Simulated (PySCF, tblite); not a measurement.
# C₁₈H₁₁F₉O₄S: electronic excitations, NMR shifts

Wanted: electronic excitations, NMR shifts for C₁₈H₁₁F₉O₄S (`O=C(c1ccccc1)[C@H](OS(=O)(=O)C(F)(F)C(F)(F)C(F)(F)C(F)(F)F)c1ccccc1`).

Computed with tblite 0.8.0 and PySCF 2.14.0 and routines of our own; the level stands in each step. Atoms count from 0.

## Step 1: The system as given

43 atoms, charge 0, multiplicity 1; geometry from: force field, distance geometry or constructed start.

## Step 2: Geometry optimisation with GFN2-xTB

Job settings and geometry (Å):

```
{"job": {"kind": "relax", "xc": "GFN2-xTB", "basis": "xTB"}, "charge": 0, "multiplicity": 1}
O      0.079800    -0.796300     1.399700
C     -0.721800    -0.588100     0.471200
C     -1.776200    -1.608500     0.198800
C     -1.952600    -2.645700     1.113900
C     -2.927400    -3.629500     0.917600
C     -3.740800    -3.574700    -0.218800
C     -3.572700    -2.543400    -1.144800
C     -2.593600    -1.561300    -0.937700
C     -0.615800     0.678400    -0.386200
O      0.546000     1.427100    -0.071300
S      1.992400     0.833900    -0.539900
O      1.812700    -0.544400    -0.956300
O      2.540400     1.794300    -1.474900
C      2.882500     0.959700     1.047500
F      2.017900     0.922500     2.117100
F      3.500700     2.177900     1.176500
C      3.901800    -0.145400     1.187300
F      3.308500    -1.372700     1.175000
F      4.467700    -0.041600     2.435000
C      5.003100    -0.071400     0.155800
F      4.497200    -0.213900    -1.099600
F      5.579300     1.162000     0.174600
C      6.043100    -1.140400     0.430300
F      7.031600    -1.105500    -0.498500
F      5.517700    -2.388800     0.373100
F      6.620300    -1.005700     1.637000
C     -1.784200     1.628400    -0.165900
C     -2.434100     2.213900    -1.262200
C     -3.501400     3.091100    -1.072900
C     -3.925800     3.401900     0.222200
C     -3.275400     2.844100     1.317300
C     -2.211900     1.967700     1.129900
H     -1.325700    -2.708800     2.006400
H     -3.047400    -4.433300     1.639900
H     -4.495400    -4.334000    -0.380900
H     -4.205400    -2.505400    -2.028100
H     -2.502800    -0.788500    -1.695700
H     -0.566500     0.387700    -1.443400
H     -2.108100     1.995100    -2.280000
H     -4.003900     3.542600    -1.926300
H     -4.756600     4.085700     0.371800
H     -3.595200     3.091800     2.329100
H     -1.701300     1.558500     2.001100
```

Started as:

```sh
$ OMP_NUM_THREADS=2 python large_run.py task.json out
```

One launch serves the whole session: the jobs run in the order shown.

What it wrote:

```text
step      E/eV     max force
  0   -2889.07699    3.311
  1   -2889.44694    2.611
  2   -2889.51701    1.306
  3   -2889.55463    0.448
  4   -2889.57998    0.352
  5   -2889.59794    0.421
  6   -2889.60955    0.298
  7   -2889.62087    0.302
  8   -2889.63337    0.324
  9   -2889.64509    0.311
 10   -2889.65211    0.156
 11   -2889.65636    0.148
 12   -2889.66062    0.154
 13   -2889.66461    0.152
 14   -2889.66807    0.119
 15   -2889.67091    0.117
 16   -2889.67330    0.098
 17   -2889.67429    0.105
 18   -2889.67586    0.075
 19   -2889.67663    0.061
 20   -2889.67788    0.059
 21   -2889.67885    0.082
 22   -2889.68021    0.126
 23   -2889.68165    0.128
 24   -2889.68303    0.108
 25   -2889.68424    0.063
 26   -2889.68542    0.078
 27   -2889.68658    0.094
 28   -2889.68760    0.076
 29   -2889.68838    0.059
 30   -2889.68914    0.062
 31   -2889.69003    0.069
 32   -2889.69101    0.067
 33   -2889.69186    0.054
 34   -2889.69253    0.052
 35   -2889.69314    0.054
 36   -2889.69377    0.052
 37   -2889.69441    0.053
 38   -2889.69503    0.055
 39   -2889.69562    0.046
 40   -2889.69619    0.049
 41   -2889.69676    0.040
 42   -2889.69738    0.063
 43   -2889.69810    0.072
 44   -2889.69898    0.063
 45   -2889.69997    0.074
 46   -2889.70100    0.075
 47   -2889.70215    0.071
 48   -2889.70365    0.084
 49   -2889.70569    0.098
 50   -2889.70815    0.087
 51   -2889.71069    0.085
 52   -2889.71310    0.096
 53   -2889.71544    0.113
 54   -2889.71784    0.097
 55   -2889.71999    0.076
 56   -2889.72165    0.077
 57   -2889.72305    0.087
 58   -2889.72453    0.091
 59   -2889.72607    0.077
 60   -2889.72749    0.068
 61   -2889.72872    0.067
 62   -2889.72988    0.089
 63   -2889.73108    0.070
 64   -2889.73245    0.069
 65   -2889.73341    0.057
 66   -2889.73431    0.065
 67   -2889.73534    0.060
 68   -2889.73657    0.056
 69   -2889.73806    0.067
 70   -2889.73985    0.068
 71   -2889.74187    0.078
 72   -2889.74389    0.070
 73   -2889.74561    0.073
 74   -2889.74721    0.093
 75   -2889.74892    0.078
 76   -2889.75121    0.083
 77   -2889.75261    0.065
 78   -2889.75384    0.056
 79   -2889.75472    0.050
 80   -2889.75559    0.050
 81   -2889.75646    0.052
 82   -2889.75730    0.051
 83   -2889.75801    0.042
 84   -2889.75856    0.036
 85   -2889.75903    0.041
 86   -2889.75947    0.046
 87   -2889.75988    0.041
 88   -2889.76024    0.039
 89   -2889.76056    0.029
 90   -2889.76084    0.030
 91   -2889.76108    0.026
 92   -2889.76130    0.025
 93   -2889.76154    0.027
 94   -2889.76179    0.028
 95   -2889.76205    0.029
 96   -2889.76229    0.027
 97   -2889.76251    0.023
 98   -2889.76274    0.025
 99   -2889.76298    0.027
100   -2889.76324    0.024
101   -2889.76344    0.023
102   -2889.76360    0.019
```

Wall time 5.8 s (2 threads of Arm Neoverse N1, shared host); peak memory 0.18 GiB.

Relaxation path:

```csv
step,energy from step 0 (eV),largest force (eV/Å)
0,0.0000,3.3108
1,-0.3699,2.6103
2,-0.4400,1.3065
3,-0.4776,0.4474
4,-0.5030,0.3526
5,-0.5210,0.4212
6,-0.5326,0.2976
7,-0.5439,0.3023
8,-0.5564,0.3245
16,-0.5963,0.0975
24,-0.6060,0.1080
32,-0.6140,0.0675
40,-0.6192,0.0495
48,-0.6267,0.0844
57,-0.6461,0.0869
65,-0.6564,0.0564
73,-0.6686,0.0726
81,-0.6795,0.0514
89,-0.6836,0.0281
98,-0.6858,0.0251
99,-0.6860,0.0270
100,-0.6863,0.0239
101,-0.6865,0.0232
102,-0.6866,0.0185
```

Close pairs (by a distance rule), those that changed most:

```csv
bond,before (Å),after (Å),change (Å)
S10–C13,1.824,1.924,+0.100
O9–S10,1.632,1.575,-0.057
C16–C19,1.511,1.558,+0.048
C19–C22,1.516,1.564,+0.047
C13–F14,1.376,1.339,-0.037
O0–C1,1.244,1.210,-0.034
S10–O12,1.448,1.417,-0.031
S10–O11,1.451,1.420,-0.031
```

The final coordinates are the input of the step that follows.

## Step 3: Infrared spectrum with GFN2-xTB

Job settings and geometry (Å):

```
{"job": {"kind": "ir", "xc": "GFN2-xTB", "basis": "xTB"}, "charge": 0, "multiplicity": 1}
O      0.529339    -0.647787     0.714952
C     -0.476788    -0.481557     0.062918
C     -1.586140    -1.442180     0.027070
C     -1.536381    -2.513288     0.924151
C     -2.551839    -3.448058     0.956534
C     -3.629255    -3.326451     0.092821
C     -3.680604    -2.274376    -0.809548
C     -2.668256    -1.334804    -0.848302
C     -0.605324     0.807307    -0.749740
O      0.541644     1.620556    -0.494016
S      1.981575     1.030764    -0.736547
O      1.930819    -0.220131    -1.407566
O      2.777933     2.060675    -1.296045
C      2.724152     0.916216     1.034883
F      1.797770     0.967259     1.999682
F      3.427875     2.052781     1.172017
C      3.651896    -0.297709     1.227407
F      3.019311    -1.439747     0.925326
F      4.016278    -0.404159     2.527951
C      4.946324    -0.219320     0.363433
F      4.640251    -0.330999    -0.938321
F      5.578127     0.954375     0.527041
C      5.969704    -1.342747     0.731579
F      6.926512    -1.401798    -0.186236
F      5.402897    -2.539446     0.809051
F      6.543731    -1.083085     1.901430
C     -1.822842     1.614440    -0.373610
C     -2.621565     2.185838    -1.355461
C     -3.731412     2.932228    -1.000211
C     -4.045282     3.116382     0.335684
C     -3.243168     2.558241     1.317037
C     -2.134253     1.808298     0.966312
H     -0.687999    -2.584844     1.587633
H     -2.504678    -4.273098     1.650872
H     -4.426765    -4.053927     0.117759
H     -4.514569    -2.188930    -1.489641
H     -2.720741    -0.527148    -1.559947
H     -0.607793     0.550309    -1.816357
H     -2.370620     2.050662    -2.397579
H     -4.348483     3.374027    -1.767866
H     -4.908843     3.702870     0.610958
H     -3.481404     2.708993     2.358870
H     -1.500426     1.380302     1.728170
```

What it wrote:

```text
mode    cm-1     km/mol
  1      -6.1      0.25
  2      11.4      0.06
  3      18.7      0.32
  4      22.8      0.04
  5      28.1      1.13
  6      35.3      0.21
  7      42.7      0.02
  8      49.8      0.85
  9      56.0      0.25
 10      70.8      1.19
 11      88.0      1.93
 12     101.9      2.35
 13     117.3      1.31
 14     135.1      0.22
 15     159.6     11.60
 16     165.6      0.75
 17     173.5     13.55
 18     181.7      7.10
 19     201.7      0.90
 20     208.9      1.78
 21     217.6      2.57
 22     230.1      1.14
 23     239.5      3.41
 24     246.3     18.30
 25     261.4      1.03
 26     269.6      2.11
 27     276.2      2.93
 28     294.7     14.40
 29     319.3      6.78
 30     329.8      0.97
 31     343.6      3.49
 32     344.2      7.31
 33     357.3      6.28
 34     363.0      0.12
 35     371.9      0.06
 36     390.7      2.21
 37     405.7      6.98
 38     435.5     34.88
 39     463.8     13.08
 40     469.6     12.64
 41     480.5      9.03
 42     487.1    117.16
 43     519.8    215.57
 44     526.9     19.54
 45     532.4     35.22
 46     546.1     54.23
 47     554.2     35.94
 48     586.7      0.46
 49     589.5      0.32
 50     590.4      5.78
 51     626.1     53.53
 52     633.6     16.97
 53     655.8      8.27
 54     665.5     32.00
 55     682.7     66.29
 56     684.4     39.50
 57     743.9    123.75
 58     754.2     18.07
 59     783.5    270.90
 60     806.6      3.27
 61     828.6      9.69
 62     869.2      0.62
 63     874.6     22.87
 64     878.8      0.20
 65     907.6      0.25
 66     912.4      0.25
 67     917.3     76.30
 68     930.1      0.26
 69     931.1      0.24
 70     934.1      0.06
 71     935.4      0.08
 72     961.1     57.99
 73     988.2      8.39
 74    1007.4    100.70
 75    1052.9    107.50
 76    1058.4     55.43
 77    1063.5     56.82
 78    1080.3      0.20
 79    1083.6      0.13
 80    1096.0     75.97
 81    1109.9     69.90
 82    1117.4     95.08
 83    1118.6      1.88
 84    1122.9      0.92
 85    1123.9    123.60
 86    1133.5    529.93
 87    1147.1     63.37
 88    1149.3     59.59
 89    1152.4    548.59
 90    1178.5      6.60
 91    1179.3      1.65
 92    1181.0      0.08
 93    1191.8     26.15
 94    1198.5      2.83
 95    1216.6     28.02
 96    1228.5     22.68
 97    1238.2     64.30
 98    1263.8     89.29
 99    1276.7      5.74
100    1287.7      3.98
101    1316.2    578.00
102    1323.9      8.29
103    1330.4      2.38
104    1428.3      8.99
105    1437.7      1.05
106    1459.1     20.75
107    1469.7      2.03
108    1576.6      6.19
109    1587.9     47.39
110    1592.4      0.51
111    1596.2      0.97
112    1724.4    361.62
113    2900.0     13.93
114    3078.2      9.28
115    3085.9      0.45
116    3086.7      1.51
117    3091.7     12.79
118    3092.4     10.76
119    3098.0     41.73
120    3098.9     24.03
121    3103.7     18.07
122    3104.7     11.03
123    3116.9     12.32
```

Run time: 13 s. Hardware: 2 threads of Arm Neoverse N1, shared host; peak memory 0.18 GiB.

Which atoms move in the most intense modes:

```csv
cm⁻¹,km/mol,atoms
520,215.6,"S10 32 %, O11 17 %, O12 16 %"
744,123.8,"O9 21 %, H40 13 %, H39 11 %, H41 11 %"
784,270.9,"O9 28 %, C26 12 %"
1124,123.6,"C22 56 %, C19 10 %"
1134,529.9,"C22 58 %, F24 13 %"
1152,548.6,"O11 21 %, O12 17 %, S10 12 %, C16 12 %"
1316,578.0,"S10 43 %, O12 30 %, O11 24 %"
1724,361.6,"C1 61 %, O0 38 %"
```

## Step 4: Electronic excitations: TDA CAM-B3LYP/def2-SVP

The job, as its differences from that of step 3:

```diff
@@ -1,2 +1,2 @@
-{"job": {"kind": "ir", "xc": "GFN2-xTB", "basis": "xTB"}, "charge": 0, "multiplicity": 1}
+{"job": {"kind": "uv", "basis": "def2-SVP", "grid": 1, "kgrid": 0, "vcut": 1.5, "nstates": 6, "ntriplets": 2, "tda": true, "delta": [], "pop": true, "xc": "CAM-B3LYP"}, "charge": 0, "multiplicity": 1}
 O      0.529339    -0.647787     0.714952
```

With the program's defaults for keys left out, this is: TDA CAM-B3LYP/def2-SVP, vertical, gas phase, core orbitals frozen in the response, virtual orbitals cut by energy.

What it wrote:

```text
start: PBE on a coarse grid of 39642 points
cycle   1  E = -2285.0333347432  dE =  6.335e+00  |g| = 2.229e+00  |ddm| = 9.078e+00
cycle   2  E = -2278.9884206525  dE =  6.045e+00  |g| = 5.937e+00  |ddm| = 9.941e+00
cycle   3  E = -2285.7861329514  dE = -6.798e+00  |g| = 9.031e-01  |ddm| = 8.520e+00
cycle   4  E = -2285.9043148173  dE = -1.182e-01  |g| = 5.504e-01  |ddm| = 1.726e+00
cycle   5  E = -2285.9507056524  dE = -4.639e-02  |g| = 2.536e-01  |ddm| = 8.255e-01
cycle   6  E = -2285.9634197895  dE = -1.271e-02  |g| = 9.464e-02  |ddm| = 3.930e-01
cycle   7  E = -2285.9650982506  dE = -1.678e-03  |g| = 3.104e-02  |ddm| = 1.196e-01
cycle   8  E = -2285.9652728140  dE = -1.746e-04  |g| = 1.005e-02  |ddm| = 4.623e-02
cycle   9  E = -2285.9652919466  dE = -1.913e-05  |g| = 3.850e-03  |ddm| = 1.599e-02
final grid: 177275 points
cycle  10  E = -2287.8651506729  dE = -1.950e-02  |g| = 2.000e-01  |ddm| = 9.331e-01
cycle  11  E = -2287.8598678432  dE =  5.283e-03  |g| = 2.676e-01  |ddm| = 4.197e-01
cycle  12  E = -2287.8722470991  dE = -1.238e-02  |g| = 1.966e-02  |ddm| = 2.524e-01
cycle  13  E = -2287.8723016870  dE = -5.459e-05  |g| = 1.162e-02  |ddm| = 2.874e-02
cycle  14  E = -2287.8723263187  dE = -2.463e-05  |g| = 3.097e-03  |ddm| = 1.617e-02
cycle  15  E = -2287.8723322591  dE = -5.940e-06  |g| = 9.501e-04  |ddm| = 4.194e-03
cycle  16  E = -2287.8723297476  dE =  2.512e-06  |g| = 2.588e-04  |ddm| = 1.351e-03
cycle  17  E = -2287.8723326716  dE = -2.924e-06  |g| = 1.374e-04  |ddm| = 6.126e-04
cycle  18  E = -2287.8723324332  dE =  2.384e-07  |g| = 3.626e-05  |ddm| = 2.771e-04
converged SCF energy = -2287.8723324332

Static polarisability (au): isotropic 202.482, principal 162.873 200.835 243.738

Singlet excitations
state   eV       nm        f      main configurations
  1   4.2700    290.4   0.00098   H-4->L 0.46, H-3->L 0.18, H->L 0.14
  2   5.0954    243.3   0.01525   H-2->L 0.34, H-1->L 0.20, H-3->L 0.12
  3   5.4128    229.1   0.17810   H->L 0.53, H-1->L 0.13
  4   5.6185    220.7   0.11617   H->L+2 0.20, H-1->L+1 0.18, H-2->L+1 0.17
  5   5.9054    210.0   0.00443   H-1->L 0.52, H-2->L 0.36
  6   5.9549    208.2   0.08558   H-3->L 0.36, H-4->L 0.24, H->L 0.08

Triplet excitations (Tamm-Dancoff, eV): 3.6187 3.7853
```

Wall time 3.4 min (2 threads of Arm Neoverse N1, shared host); peak memory 1.5 GiB.

Frontier orbitals and where they lie:

```csv
orbital,eV,atoms
HOMO−4,-9.66,"O0 35 %, C29 7 %, C26 7 %"
HOMO−3,-9.34,"C4 16 %, C7 15 %, O0 13 %"
HOMO−2,-9.18,"C6 18 %, C3 17 %, C27 11 %"
HOMO−1,-9.10,"C30 18 %, C27 17 %, C6 12 %"
HOMO,-8.89,"C26 18 %, C29 17 %, C2 10 %"
LUMO,-1.09,"C1 25 %, O0 18 %, C5 16 %"
LUMO+1,0.05,"C29 22 %, C26 21 %, C31 12 %"
LUMO+2,0.42,"C28 19 %, C31 18 %, C30 18 %"
LUMO+3,0.53,"C6 19 %, C3 18 %, C4 15 %"
```

With each of the 6 states as a Gaussian band of 0.4 eV half-width at 1/e, the curve within the window shown has maxima at 224 nm (ε 12,000) L/(mol cm). Beyond the last state computed it falls off for lack of states. The curve at chosen wavelengths:

(nm, ε (L/mol/cm)): (198, 2518), (204, 5125), (209, 7629), (215, 10461), (220, 12076), (226, 12336), (231, 11026), (237, 8297), (242, 5850), (248, 3429), (254, 1816), (259, 1008), (265, 476), (270, 254), (276, 128), (281, 81), (287, 57), (293, 46), (298, 40), (304, 32), (309, 26), (315, 20), (320, 15), (326, 10), (331, 7), (337, 4)

Further results of this job:

```csv
property,computed
dipole moment (D),8.23
polarisability (Å³),30.00
HOMO–LUMO gap (eV),7.80
−ε(HOMO) (eV),8.89
```

(Part 1 of 2 ends here.)
